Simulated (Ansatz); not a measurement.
# BeF (doublet): from Hartree-Fock to the top rungs at distance F1–Be2 = 2.510 Å, cc-pVTZ

One table from this session's results is given with a row withheld; the runs are named, their logs left out.

Computed with Ansatz 0.2.0, Gaussian basis. Level: cc-pVTZ, core rule «outside noble gas», up to 2 orbitals frozen.

To be run: UHF; CCSD(T) on ROHF; CCSD(T) on UHF; BCCD(T) on ROHF; CISD; CCSDT(Q) on ROHF; CCSDT(Q) on UHF; CASSCF and NEVPT2, 3 electrons in 3 orbitals.

21 further runs of the same task are left out: 10 for a known fault of the program, 9 that didn't finish, 2 set aside as unsound or not needed.

## The geometry

The geometry derives from a PBE0/def2-TZVP stationary point (not a proven minimum). One bond is set to the value named and the two fragments are kept rigid.

2 atoms, charge 0, spin multiplicity 2.

Atoms are counted from 1 here; the program's logs count them from 0.

No contacts short enough for the rule that draws bonds.

As a file:

```xyz
2
charge 0, multiplicity 2
F     0.0000    0.0000    0.0000
Be    0.0000    0.0000    2.5100
```

Set-up of the first run:

in.yaml

```yaml
crystal:
  periodic: [false, false, false]
  atoms:
    - {symbol: F, position_ang: [0.000000, 0.000000, 0.000000]}
    - {symbol: Be, position_ang: [0.000000, 0.000000, 2.510000]}
basis:
  gaussian: {orbitals: cc-pVTZ}
magnetization: {spin_polarized: true, initial_magnetization: 1}
hamiltonian: {xc: hf}
output: {orbitals: {seedname: orbitals}}
```

Launch:

```bash
$ ansatz run in.yaml --threads 1 --pin off --events-out ev --progress --plain --max-ram 2393MiB
```

Steps of the session up to this table: UHF; CCSD(T) on ROHF; CCSD(T) on UHF; BCCD(T) on ROHF; CISD; CCSDT(Q) on ROHF; CCSDT(Q) on UHF; CASSCF and NEVPT2, 3 electrons in 3 orbitals.

One table of the session follows, with a row left open; its other results are not shown here.

```
     method  from RCCSDT(Q) (kcal/mol)
       ROHF                    +191.63
        UHF                    +181.87
       RMP2                      +7.83
       UMP2                     +30.11
       CISD                     +18.24
      RCCSD                      +8.73
      UCCSD                      +6.48
   RCCSD(T)                      +0.60
   UCCSD(T)                      +1.94
    BCCD(T)                      +0.93
     RCCSDT                      +0.34
     UCCSDT                      +0.27
  RCCSDT(Q)                          0
  UCCSDT(Q)                      -0.49
CASSCF pair                    +169.22
NEVPT2 pair                          ?
```

**Question.** Estimate the row for NEVPT2 pair.

The run gave: from RCCSDT(Q) (kcal/mol): +10.96. In the column «from RCCSDT(Q) (kcal/mol)» it lies between RCCSD (+8.73) and CISD (+18.24).

Limits of these values: Warnings: spin contamination; large T1 diagnostic. Restricted and unrestricted rows rest on different reference determinants; where their highest levels disagree by more than a few hundredths of an eV, they describe different states and don't form one ladder.
